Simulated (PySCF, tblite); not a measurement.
# C₅H₁₁OSi radical: geometry, infrared bands and EPR parameters

Wanted: the infrared bands and EPR parameters of C₅H₁₁OSi radical (`C[Si]1CCOCC1`), by calculation.

Programs: tblite 0.8.0 and PySCF 2.14.0, with density-fitted response routines of our own. Each step states its level of theory. These are calculated values for one molecule in the gas phase, unless marked as measured. Atoms are numbered from 0 throughout.

## (1) The molecule as given

18 atoms, charge 0, multiplicity 2; geometry from: force field or distance geometry start.

Bonds of the start (Å): C0–Si1 1.86, Si1–C2 1.89, C2–C3 1.55, C3–O4 1.44, O4–C5 1.43, C5–C6 1.53, C6–Si1 1.90, C0–H7 1.10, C0–H8 1.09, C0–H9 1.10, C2–H10 1.10, C2–H11 1.09, C3–H12 1.10, C3–H13 1.09, C5–H14 1.10, C5–H15 1.09, C6–H16 1.10, C6–H17 1.09.

## (2) Relaxing the molecule with GFN2-xTB

What the job is given:

```
{"job": {"kind": "relax", "xc": "GFN2-xTB", "basis": "xTB"}, "charge": 0, "multiplicity": 2}
C      2.107800    -0.328100    -0.933700
Si     1.016000    -0.749700     0.507200
C     -0.605500    -1.526400    -0.059300
C     -1.594000    -0.455700    -0.581000
O     -1.860400     0.531400     0.429400
C     -0.780600     1.452000     0.600000
C      0.384000     0.818900     1.367900
H      3.012900     0.195800    -0.601400
H      2.406900    -1.229400    -1.473800
H      1.570700     0.328400    -1.631200
H     -1.056700    -2.035600     0.800100
H     -0.428300    -2.274000    -0.837100
H     -2.553400    -0.944900    -0.795800
H     -1.236700     0.013200    -1.498100
H     -1.167700     2.305100     1.184900
H     -0.459600     1.852100    -0.356600
H      0.037500     0.524100     2.371700
H      1.198200     1.529100     1.495100
```

Command:

```console
$ OMP_NUM_THREADS=1 python probes_run.py task.json out
```

The driver reads the jobs from task.json and runs them one after another.

What it wrote:

```text
step      E/eV     max force
  0    -599.44326    1.137
  1    -599.50142    0.343
  2    -599.51934    0.311
  3    -599.54325    0.324
  4    -599.56317    0.358
  5    -599.57502    0.306
  6    -599.58106    0.207
  7    -599.58475    0.147
  8    -599.58703    0.109
  9    -599.58843    0.086
 10    -599.58935    0.075
 11    -599.59008    0.070
 12    -599.59066    0.066
 13    -599.59107    0.038
 14    -599.59131    0.036
 15    -599.59145    0.026
 16    -599.59156    0.027
 17    -599.59167    0.024
 18    -599.59176    0.019
 19    -599.59182    0.016
 20    -599.59186    0.015
 21    -599.59190    0.017
 22    -599.59194    0.017
 23    -599.59198    0.025
 24    -599.59202    0.027
 25    -599.59205    0.022
 26    -599.59210    0.017
 27    -599.59215    0.020
 28    -599.59220    0.017
 29    -599.59225    0.020
 30    -599.59231    0.018
 31    -599.59235    0.016
 32    -599.59239    0.014
 33    -599.59241    0.010
 34    -599.59243    0.010
```

It took 0.19 s on 1 thread of Arm Neoverse V2, shared host.

The steps of the relaxation: (not every step is listed)

| step | energy from step 0 (eV) | largest force (eV/Å) |
| --- | --- | --- |
| 0 | 0.0000 | 1.1366 |
| 1 | -0.0582 | 0.3434 |
| 2 | -0.0761 | 0.3114 |
| 3 | -0.1000 | 0.3240 |
| 4 | -0.1199 | 0.3577 |
| 5 | -0.1318 | 0.3061 |
| 6 | -0.1378 | 0.2075 |
| 7 | -0.1415 | 0.1474 |
| 8 | -0.1438 | 0.1091 |
| 10 | -0.1461 | 0.0751 |
| 12 | -0.1474 | 0.0662 |
| 14 | -0.1481 | 0.0360 |
| 16 | -0.1483 | 0.0266 |
| 18 | -0.1485 | 0.0193 |
| 20 | -0.1486 | 0.0152 |
| 22 | -0.1487 | 0.0167 |
| 24 | -0.1488 | 0.0267 |
| 26 | -0.1488 | 0.0166 |
| 28 | -0.1489 | 0.0173 |
| 29 | -0.1490 | 0.0195 |
| 30 | -0.1490 | 0.0181 |
| 31 | -0.1491 | 0.0161 |
| 32 | -0.1491 | 0.0145 |
| 33 | -0.1491 | 0.0100 |
| 34 | -0.1492 | 0.0096 |

Close pairs (by a distance rule), those that changed most:

| bond | before (Å) | after (Å) | change (Å) |
| --- | --- | --- | --- |
| C0–Si1 | 1.856 | 1.911 | +0.055 |
| C3–O4 | 1.437 | 1.407 | -0.031 |
| Si1–C2 | 1.885 | 1.913 | +0.028 |
| O4–C5 | 1.429 | 1.407 | -0.022 |
| C5–H15 | 1.085 | 1.102 | +0.017 |
| C2–C3 | 1.548 | 1.532 | -0.016 |
| Si1–C6 | 1.898 | 1.913 | +0.016 |
| C6–H16 | 1.102 | 1.090 | -0.012 |

The end geometry stands in the next job.

## (3) Vibrational analysis with GFN2-xTB

What the job is given:

```
{"job": {"kind": "ir", "xc": "GFN2-xTB", "basis": "xTB"}, "charge": 0, "multiplicity": 2}
C      2.108373    -0.309291    -0.963023
Si     0.998546    -0.751042     0.529022
C     -0.631946    -1.567305    -0.050973
C     -1.575217    -0.467908    -0.548180
O     -1.833734     0.533680     0.405384
C     -0.766595     1.426376     0.614222
C      0.391324     0.829610     1.419759
H      3.010283     0.204938    -0.644824
H      2.413653    -1.199693    -1.504430
H      1.589127     0.341360    -1.665947
H     -1.120561    -2.095540     0.767548
H     -0.475140    -2.286237    -0.854803
H     -2.556390    -0.890680    -0.787708
H     -1.165519    -0.011133    -1.464101
H     -1.206124     2.272440     1.152594
H     -0.395183     1.793601    -0.356585
H      0.031183     0.602790     2.422983
H      1.175162     1.580351     1.517405
```

What it wrote:

```text
mode    cm-1     km/mol
  1      84.7      0.01
  2      91.8      1.43
  3     138.8      2.70
  4     176.5      2.01
  5     212.7      0.17
  6     316.9     15.09
  7     392.6      4.97
  8     395.1      1.46
  9     535.7      2.45
 10     624.2      2.03
 11     687.3     15.71
 12     740.8     47.45
 13     748.0      6.53
 14     808.1     32.31
 15     815.7     79.92
 16     829.8     86.92
 17     887.8     39.29
 18     956.7     21.56
 19     976.6     23.96
 20    1008.7     23.49
 21    1050.6     61.53
 22    1097.3     38.20
 23    1149.0      5.61
 24    1155.2     21.67
 25    1193.7     24.65
 26    1246.9     20.98
 27    1283.3      0.23
 28    1303.6      8.43
 29    1338.9      8.69
 30    1350.6     34.78
 31    1362.1      5.41
 32    1463.0      3.66
 33    1466.3      0.19
 34    1474.3      0.08
 35    1479.6      0.22
 36    1481.7      2.20
 37    1489.9      0.73
 38    2838.7      3.77
 39    2841.2    127.59
 40    2939.0     50.98
 41    2940.0     52.39
 42    2984.9     19.56
 43    2987.3     32.50
 44    2989.2     42.46
 45    2998.6     24.33
 46    2999.7     42.07
 47    3043.8     33.57
 48    3045.4     11.99
```

It took 0.52 s on 1 thread of Arm Neoverse V2, shared host.

The strongest bands and the atoms that carry them (share of the mass-weighted mode):

| cm⁻¹ | km/mol | atoms |
| --- | --- | --- |
| 741 | 47.5 | Si1 28 %, C0 26 %, C6 10 %, C2 10 % |
| 816 | 79.9 | C6 14 %, C2 14 %, O4 13 %, Si1 12 % |
| 830 | 86.9 | H7 27 %, H8 27 %, C0 13 %, Si1 12 % |
| 1051 | 61.5 | C3 22 %, C5 22 %, C2 10 %, C6 10 % |
| 2841 | 127.6 | H15 59 %, H13 35 % |
| 2939 | 51.0 | H14 62 %, H12 31 % |
| 2940 | 52.4 | H12 62 %, H14 30 % |
| 2989 | 42.5 | H17 39 %, H11 31 %, H9 18 % |

## (4) EPR parameters: B3LYP/pcH-1

Settings changed since step 3:

```diff
@@ -1,2 +1,2 @@
-{"job": {"kind": "ir", "xc": "GFN2-xTB", "basis": "xTB"}, "charge": 0, "multiplicity": 2}
+{"job": {"kind": "epr", "basis": "pcH-1"}, "charge": 0, "multiplicity": 2}
 C      2.108373    -0.309291    -0.963023
```

Level: UKS B3LYP, pcH-1 on C H O Si, non-relativistic, mean-field spin-orbit, GIAO.

What it wrote:

```text
UKS, coarse grid
  cycle   1  E = -561.74308986  |g| = 5.43e-01
  cycle   2  E = -561.59208562  |g| = 8.14e-01
  cycle   3  E = -561.86049523  |g| = 1.21e-01
  cycle   4  E = -561.86556079  |g| = 4.22e-02
  cycle   5  E = -561.86634389  |g| = 8.03e-03
  cycle   6  E = -561.86637354  |g| = 3.24e-03
  cycle   7  E = -561.86637848  |g| = 7.63e-04
UKS, final grid
  cycle   1  E = -561.86639754  |g| = 9.38e-04
  cycle   2  E = -561.86639719  |g| = 1.27e-03
  cycle   3  E = -561.86639800  |g| = 8.40e-05
  cycle   4  E = -561.86639800  |g| = 3.26e-05
  cycle   5  E = -561.86639800  |g| = 1.80e-05
E = -561.86639800 Eh   <S^2> = 0.7513 (exact 0.7500)
g shifts (ppm)      1          2          3
  rmc          -146       -146       -146
  gc              0         96         84
  oz_so         -44       1830       2159
  total        -189       1780       2097
hyperfine (MHz)  atom isotope    a_iso     a_fc   dipolar eigenvalues
    0   13C      35.01      34.99     -4.55     -4.36      8.91
    1  29Si    -500.24    -501.15   -162.86     81.10     81.76
    2   13C      20.08      20.05     -5.10     -4.77      9.86
    3   13C      14.58      14.57     -2.96     -2.83      5.79
    4   17O      -6.99      -6.98     -2.22      1.03      1.19
    5   13C      14.60      14.59     -2.96     -2.83      5.79
    6   13C      20.09      20.06     -5.10     -4.77      9.86
    7    1H       1.01       1.00     -4.46     -2.46      6.92
    8    1H       1.09       1.08     -4.47     -2.46      6.93
    9    1H      56.63      56.63     -4.05      0.02      4.03
   10    1H       4.51       4.51     -4.49     -2.43      6.92
   11    1H      -2.71      -2.71     -4.10     -1.80      5.90
   12    1H      16.88      16.88     -2.02     -0.73      2.75
   13    1H      -1.39      -1.39     -2.43     -0.81      3.25
   14    1H      16.89      16.89     -2.02     -0.73      2.75
   15    1H      -1.39      -1.39     -2.43     -0.81      3.25
   16    1H       4.51       4.51     -4.49     -2.43      6.92
   17    1H      -2.71      -2.72     -4.10     -1.80      5.90
```

Wall time 95 s (1 thread of Arm Neoverse V2, shared host); peak memory 1.1 GiB.

Principal g values 2.00213, 2.00410, 2.00442; g(iso) = 2.00355, against 2.00232 for a free electron.

Mean a(iso) over the nuclei that a row names, and the largest dipolar term of the row (other rows stand at the frozen geometry):

| nuclei | isotope | a(iso) (MHz) | a(iso) (G, at g = 2.0023) | largest dipolar term (MHz) |
| --- | --- | --- | --- | --- |
| Si1 | 29Si | -500.2 | -178.5 | -162.9 |
| C0 | 13C | 35.0 | 12.5 | 8.9 |
| C2, C6 | 13C | 20.1 | 7.2 | 9.9 |
| H7, H8, H9 | 1H | 19.6 | 7.0 | 6.9 |
| C3, C5 | 13C | 14.6 | 5.2 | 5.8 |
| H12, H13, H14, H15 | 1H | 7.7 | 2.8 | 3.2 |
| O4 | 17O | -7.0 | -2.5 | -2.2 |
| H10, H11, H16, H17 | 1H | 0.9 | 0.3 | 6.9 |

Mulliken spin populations:

C0 0.00; Si1 0.93; C2 0.00; C3 0.01; O4 0.01; C5 0.01; C6 0.00; H7 0.00; H8 0.00; H9 0.02; H10 0.00; H11 0.00; H12 0.01; H13 0.00; H14 0.01; H15 0.00; H16 0.00; H17 0.00

In first order the couplings over 0.8 MHz of 1H give 100 distinct lines over 33.3 G, if the averaged nuclei exchange fast.

The fields below are evaluated on a grid from the run's orbitals.

ELF in a plane through or near 8 of the atoms.

Values, 10 rows by 14 columns:
```
0.00 0.00 0.00 0.00 0.00 0.00 0.00 0.00 0.00 0.00 0.00 0.00 0.00 0.00
0.00 0.00 0.00 0.00 0.00 0.00 0.00 0.01 0.00 0.00 0.00 0.00 0.00 0.00
0.00 0.00 0.00 0.32 0.95 0.43 0.05 0.75 0.61 0.00 0.00 0.00 0.00 0.00
0.00 0.00 0.00 0.38 0.99 0.92 0.48 0.26 0.07 0.03 0.79 0.89 0.03 0.00
0.00 0.00 0.00 0.16 0.39 0.59 0.55 0.13 0.13 0.48 0.97 0.98 0.16 0.00
0.00 0.00 0.01 0.67 0.68 0.74 0.10 0.06 0.41 0.48 0.25 0.55 0.06 0.00
0.00 0.00 0.00 0.02 0.65 0.38 0.69 0.21 0.03 0.18 0.96 0.98 0.16 0.00
0.00 0.00 0.00 0.73 0.99 0.85 0.09 0.63 0.45 0.00 0.06 0.08 0.00 0.00
0.00 0.00 0.00 0.01 0.15 0.01 0.02 0.38 0.18 0.00 0.00 0.00 0.00 0.00
0.00 0.00 0.00 0.00 0.00 0.00 0.00 0.00 0.00 0.00 0.00 0.00 0.00 0.00
```
The map spans 11.1 Å across and 10.0 Å up, centred on the molecule. Atoms in the plane (x, y in Å): C0 (2.3, 0.0), C3 (-1.2, -1.2), O4 (-1.9, 0.0), C5 (-1.2, 1.2), H7 (3.0, 0.9), H8 (3.0, -0.9), H12 (-1.9, -2.0), H14 (-1.9, 2.0).

On the surface of density 0.002 e/bohr³ the electrostatic potential runs, from the 1st to the 99th percentile, from -1.46 V near O4 to 0.73 V near H9.

The spin density lies nearest to Si1 72 %.

## (5) Summary of results

| quantity | value |
| --- | --- |
| strongest single infrared mode (GFN2-xTB) | 2841 cm⁻¹, 128 km/mol |
| zero-point energy (GFN2-xTB) | 95.0 kcal/mol |
| g(iso) (B3LYP) | 2.00355 |
| ⟨S²⟩ | 0.751 (exact 0.75) |
| largest a(iso) (averaged by class) | 29Si on Si1, -500.2 MHz |
| surface potential, 1st and 99th percentile | -1.46 V and 0.73 V |

The optimisation took 34 steps and gained 0.149 eV; among the close pairs (by a distance rule), C0–Si1 changed most, from 1.856 to 1.911 Å. All 48 modes are real, so the xTB geometry is a minimum. GFN2-xTB is a fitted tight-binding method: band positions and strengths are rough. Its intensities can rank the bands wrongly. Si1 carries the largest spin population, 0.93 e. The isotropic g lies 1.2 ppt above the free-electron value.
